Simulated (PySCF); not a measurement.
**KGa at other levels of theory**

Aim: see what other levels and later steps give for KGa.

Program: PySCF 2.14.0. Level of theory: each script names its method and basis. These are calculated values, not measurements.

5 further runs of the same task are left out: 5 that didn't finish.

## Step 1: The starting structure

KGa: 2 atoms, charge 0, spin multiplicity 1.

No contacts short enough for the rule that draws bonds.

## Step 2: Base script

The input, input.py:

```python
from pyscf import gto, scf, mcscf

mol = gto.M(
    atom='K 0 0 0; Ga 0 0 3.622',
    basis='pcseg-1',
    charge=0,
    spin=0,
    verbose=4,
)
mf = scf.RHF(mol)
mf = mf.density_fit(auxbasis='def2-universal-jkfit')
mf.kernel()
mc = mcscf.CASSCF(mf, 8, 8)
mc.kernel()
mc.analyze()
mf.dip_moment()
print('orbital energies (hartree):', mf.mo_energy[..., max(0, mol.nelec[1]-3):mol.nelec[0]+3].round(4))
```

Launch:

```bash
> OMP_NUM_THREADS=1 python input.py
```

## Step 3: Population analysis

Variant 1 changes step after the SCF: casscf → analyze.

The input, input.py:

```python
from pyscf import gto, scf

mol = gto.M(
    atom='K 0 0 0; Ga 0 0 3.622',
    basis='pcseg-1',
    charge=0,
    spin=0,
    verbose=4,
)
mf = scf.RHF(mol)
mf = mf.density_fit(auxbasis='def2-universal-jkfit')
mf.kernel()
mf.analyze()
print('orbital energies (hartree):', mf.mo_energy[..., max(0, mol.nelec[1]-3):mol.nelec[0]+3].round(4))
```

## Step 4: MP2

Variant 2 changes step after the SCF: casscf → mp2; frozen orbitals: none → 14.

Changes to input.py since step 2:

```diff
@@ -1,2 +1,2 @@
-from pyscf import gto, scf, mcscf
+from pyscf import gto, scf, mp
 
@@ -12,5 +12,3 @@
 mf.kernel()
-mc = mcscf.CASSCF(mf, 8, 8)
-mc.kernel()
-mc.analyze()
+mp.MP2(mf, frozen=14).kernel()
 mf.dip_moment()
```

## Step 5: Active space 8 electrons in 10 orbitals

Variant 3 changes active space: 8 electrons in 8 orbitals → 8 electrons in 10 orbitals.

Changes to input.py since step 2:

```diff
@@ -12,3 +12,3 @@
 mf.kernel()
-mc = mcscf.CASSCF(mf, 8, 8)
+mc = mcscf.CASSCF(mf, 10, 8)
 mc.kernel()
```

## Step 6: UHF

Variant 4 changes SCF type: RHF → UHF.

The input, input.py:

```python
from pyscf import gto, scf, mcscf

mol = gto.M(
    atom='K 0 0 0; Ga 0 0 3.622',
    basis='pcseg-1',
    charge=0,
    spin=0,
    verbose=4,
)
mf = scf.UHF(mol)
mf = mf.density_fit(auxbasis='def2-universal-jkfit')
mf.kernel()
mc = mcscf.CASSCF(mf, 8, 8)
mc.kernel()
mc.analyze()
mf.dip_moment()
print('orbital energies (hartree):', [e[max(0, n-3):n+3].round(4) for e, n in zip(mf.mo_energy, mol.nelec)])
```

## Step 7: Geometry optimisation

Variant 5 changes step after the SCF: casscf → optimize.

The input, input.py:

```python
from pyscf import gto, scf
from pyscf.geomopt.geometric_solver import optimize

mol = gto.M(
    atom='K 0 0 0; Ga 0 0 3.622',
    basis='pcseg-1',
    charge=0,
    spin=0,
    verbose=4,
)
mf = scf.RHF(mol)
mf = mf.density_fit(auxbasis='def2-universal-jkfit')
mf.kernel()
mol_eq = optimize(mf, maxsteps=30)
print('optimised geometry (angstrom)')
print(mol_eq.tostring('raw'))
print('orbital energies (hartree):', mf.mo_energy[..., max(0, mol.nelec[1]-3):mol.nelec[0]+3].round(4))
```

Q: Predict the outcome of this session. Wanted: for each run, E(SCF); from base; gap; SCF dipole; after the SCF.

As calculated:

```csv
run,E(SCF) (hartree),from base (eV),cycles,gap (eV),SCF dipole (D),after the SCF
base,-2522.020105,0,10,4.13,5.66,CASSCF correlation -1.307 eV
population analysis,-2522.020105,0.0000,10,4.13,5.66,n/a
MP2,-2522.020105,0.0000,10,4.13,5.66,"MP2 correlation -4.899 eV, core frozen"
active space 8 electrons in 10 orbitals,-2522.020105,0.0000,10,4.13,5.66,CASSCF correlation -1.678 eV
UHF,-2522.020105,0.0000,12,4.13,5.66,CASSCF correlation -1.307 eV
geometry optimisation,-2522.020105,0.0000,10,4.13,n/a,"bond 3.734 Å, -0.008 eV"
```

SCF columns refer to the geometry typed in the script.

What this shows: With UHF the SCF ends at the base energy.
